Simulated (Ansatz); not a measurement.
Here is an Ansatz 0.2.0 calculation.

File input.yaml:

```yaml
crystal:
  lattice:
    - [4.1467, 0.0, 0.0]
    - [-2.07335, 3.59115, 0.0]
    - [0.0, 0.0, 5.41629]
  atoms:
    - { symbol: Ni, position: [0.0, 0.0, 0.02221], spin: 1.0 }
    - { symbol: Mo, position: [0.66667, 0.33333, 0.45996], spin: 1.0 }
    - { symbol: Pd, position: [0.33333, 0.66667, 0.74601] }
    - { symbol: Ir, position: [0.33333, 0.66667, 0.25641], spin: 0.6 }
    - { symbol: W, position: [0.66667, 0.33333, 0.99985] }
kpoints:
  mp_grid: { grid: [7, 7, 5] }
scf:
  occupations: { method: fermi_dirac, width: 0.05 }
hamiltonian:
  xc: pbe
  pseudopotentials: { kind: all_electron, datasets: crystal }
magnetization:
  spin_polarized: true
output:
  forces: true
  stress: true
  eigenvalues: true
  write_potential: true
  volumetric_format: npy
```

Potentials or basis: all-electron PAW datasets made for the crystal.

Command:

```sh
$ ansatz run input.yaml --threads 8 --pin off --max-ram 24576MiB --backend cpu --events-out ev --progress --plain --runs-dir out
```

Question: Predict the net moment.

Answer: 0.00 μB per cell.

Question: Predict the pressure.

Answer: 0.0 GPa.

Forces on the atoms (eV/Å):
```
Ni   0.000  0.000  0.051
Mo   0.000  0.000  0.161
Pd   0.000  0.000  0.003
Ir   0.000  0.000 -0.082
W    0.000  0.000 -0.134
```

Caveat: the starting moments weren't kept. Spin-orbit coupling is left out, which matters for the levels of Ir, W.
